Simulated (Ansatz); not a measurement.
# HBr (hydrogen bromide) at CCSD/STO-3G

Aim: the vertical ionisation energy of HBr (hydrogen bromide) at CCSD/STO-3G, from 2 runs. 

The calculation is run with Ansatz 0.2.0.

40 further runs of the same task are left out: 4 that didn't finish, 36 set aside as unsound or not needed.

### 1 The system as given

HBr has 2 atoms, charge 0, and is taken as a singlet. As SMILES, `Br`. The coordinates come from a PBE0-D4/def2-TZVP relaxation.

Bond lengths: Br1–H2 1.420 Å.

### 2 The energy at CCSD/STO-3G

molecule.yaml

```yaml
crystal:
  periodic: [false, false, false]
  atoms:
    - {symbol: Br, position_ang: [-0.603220, 0.217960, -0.305050]}
    - {symbol: H, position_ang: [0.603220, -0.217960, 0.305050]}
basis:
  gaussian: {orbitals: STO-3G}
magnetization: {spin_polarized: false, initial_magnetization: 0}
correlation: {method: ccsd, frozen_orbitals: {Br: 9, H: 0}}
accuracy: high
scf: {omitted_lower_state_checks: [cluster_reference, increment]}
```

Run with:

```sh
$ ansatz run molecule.yaml --threads 1 --pin off --max-ram 3480MiB --events-out events.jsonl --progress --plain --runs-dir runs
```

Output, cut to the lines that bear on the results:

```text
Warning: RAYON_NUM_THREADS=1 ignored (pool sized by the plan → 1); use --threads N
Functional definition: HF
  name "HF"
[...]
211 factors; integrals over basis functions are off by at most 9.5e-9 eV
[...]
mean field -69259.18620241 eV, -2545.2281473759 hartree, gradient 2.2e-8 eV, S^2 0.000000; 0 other end points of the search recorded, 0 dependent functions left out
9 core orbitals not correlated: weight in the atoms' cores, before any rotation towards them, 1.000 or more for the frozen orbitals, at most 0.000 for the correlated occupied ones
reference -69259.18620241 eV, -2545.2281473759 hartree; 9, 9 occupied and 1, 1 virtual orbitals, 211 factors
second order -0.36953927 eV of doubles, -0.00000000 eV of singles
cycle   1  -0.48500274 eV  change   -1.2e-1 eV  update   3.0e-2
[...]
cycle  12  -0.55270316 eV  change  -5.3e-10 eV  update  9.4e-11
Total energy: -69259.73890557 eV, -2545.2484588424 hartree
Checks for a lower state left out: cluster_reference, increment
```

Run time: 0.12 s. Hardware: 1 thread of Arm Neoverse V1, shared host.

### 3 The doublet cation at the same level

molecule.yaml

```yaml
crystal:
  periodic: [false, false, false]
  atoms:
    - {symbol: Br, position_ang: [-0.603220, 0.217960, -0.305050]}
    - {symbol: H, position_ang: [0.603220, -0.217960, 0.305050]}
basis:
  gaussian:
    orbitals: STO-3G
accuracy: high
correlation:
  method: ccsd
  frozen_orbitals: {Br: 9, H: 0}
magnetization:
  spin_polarized: true
  initial_magnetization: 1
scf:
  omitted_lower_state_checks: [cluster_reference, increment]
total_charge: 1
```

Run with:

```sh
$ ansatz run molecule.yaml --threads 1 --pin off --max-ram 3480MiB --events-out events.jsonl --progress --plain --runs-dir runs
```

Output, cut to the lines that bear on the results:

```text
Warning: RAYON_NUM_THREADS=1 ignored (pool sized by the plan → 1); use --threads N
Functional definition: HF
  name "HF"
[...]
211 factors; integrals over basis functions are off by at most 9.5e-9 eV
[...]
mean field -69250.39867419 eV, -2544.9052116705 hartree, gradient 1.1e-8 eV, S^2 0.752850; 2 other end points of the search recorded, 0 dependent functions left out
9 core orbitals not correlated: weight in the atoms' cores, before any rotation towards them, 1.000 or more for the frozen orbitals, at most 0.000 for the correlated occupied ones
reference -69250.39867419 eV, -2544.9052116705 hartree; 9, 8 occupied and 1, 2 virtual orbitals, 211 factors
second order -0.33101050 eV of doubles, -0.00000000 eV of singles
cycle   1  -0.43617787 eV  change   -1.1e-1 eV  update   2.9e-2
[...]
cycle  15  -0.50524416 eV  change  -4.7e-10 eV  update  6.2e-10
Total energy: -69250.90391836 eV, -2544.9237790510 hartree
Checks for a lower state left out: cluster_reference, increment
```

It took 0.18 s on 1 thread of Arm Neoverse V1, shared host.

### 4 Summary of results

Level: CCSD/STO-3G, 9 core orbitals frozen.

```
                                                   quantity           value
                                  singlet HBr: total energy  -2545.24846 Eh
   singlet HBr: correlation energy (9 core orbitals frozen)       -20.3 mEh
                                 singlet HBr: T1 diagnostic           0.003
                               doublet cation: total energy  -2544.92378 Eh
doublet cation: correlation energy (9 core orbitals frozen)       -18.6 mEh
          doublet cation: ⟨S²⟩ of the reference determinant           0.753
                              doublet cation: T1 diagnostic           0.004
         vertical ionisation energy (to the doublet cation)        8.835 eV
```

**Reading.** The vertical ionisation energy comes to 8.83 eV (204 kcal/mol). In a minimal basis such a difference can be off by several eV, whatever the method.
